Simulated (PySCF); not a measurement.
# SeCl: bond curves at several levels of theory

One table from this session's results is given with a row withheld; the runs are named, their logs left out.

The runs use PySCF 2.14.0; Se x2c-SVPall, Cl x2c-SVPall, spin-free X2C with a Gaussian nucleus.

Set-up of the first run:

A driver script around PySCF takes these settings:

```
atoms                         : Se, Cl
charge                        : 0
basis                         : Se x2c-SVPall, Cl x2c-SVPall
Hamiltonian                   : spin-free X2C with a Gaussian nucleus
basis functions               : 50
electrons treated             : 51
masses in u                   : 79.9165, 34.9689
levels                        : PBE0, PBE, r²SCAN, M06, M06-2X, LDA, HF, MP2, SCS-MP2, CCSD, CCSD(T)
grid                          : 80 radial by 434 angular points
occupations                   : held fixed by the projection of orbital angular momentum
dissociation limit            : Se + Cl, each in its ground configuration
starting distance in angstrom : 2.085
values of 2S to try           : 1, 3
```

Command:

```console
OMP_NUM_THREADS=1 python dia.py task.json out
```

Among the steps run: Input; First curve: PBE0; Higher solutions at PBE0; PBE (GGA); r²SCAN (meta-GGA); M06 (hybrid meta-GGA); M06-2X (hybrid meta-GGA); LDA; UHF (mean field); Correlated methods on the Hartree–Fock reference.

One table of the session follows, with a row left open; its other results are not shown here.

Energy (eV) from each level's lowest point:

```
R (Å)    UHF  UHF-MP2  UHF-SCS-MP2  UHF-CCSD  UHF-CCSD(T)
1.848  1.378    1.308        1.369       n/a          n/a
1.934  0.625    0.579        0.623     0.644        0.660
2.020  0.209    0.184        0.210     0.222        0.233
2.084      ?        ?            ?         ?            ?
2.149  0.000    0.000        0.000     0.000        0.000
2.213  0.021    0.030        0.017     0.011        0.005
2.299  0.134    0.154        0.126     0.106        0.091
2.407  0.351    0.465        0.428     0.310        0.286
2.536  0.572    1.018        0.985     0.630        0.597
2.708  0.734    1.487        1.446       n/a          n/a
```

Estimate the missing values for R (Å) = 2.084.

Worked estimate for «UHF». A straight line through the neighbours (2.020, 0.209) and (2.149, 0.000) gives 0.209 + (0.000 − 0.209) × (2.084 − 2.020) / (2.149 − 2.020) = 0.105; a parabola fitted to 4 rows on both sides gives 0.050.

The run gave: UHF: 0.054; UHF-MP2: 0.044; UHF-SCS-MP2: 0.056; UHF-CCSD: 0.062; UHF-CCSD(T): 0.068. In «UHF» the line misses by +0.051 and the parabola by -0.004.

Caveats from the session: At some levels the lowest empty orbital lies below the highest filled one (the two can be of opposite spin).
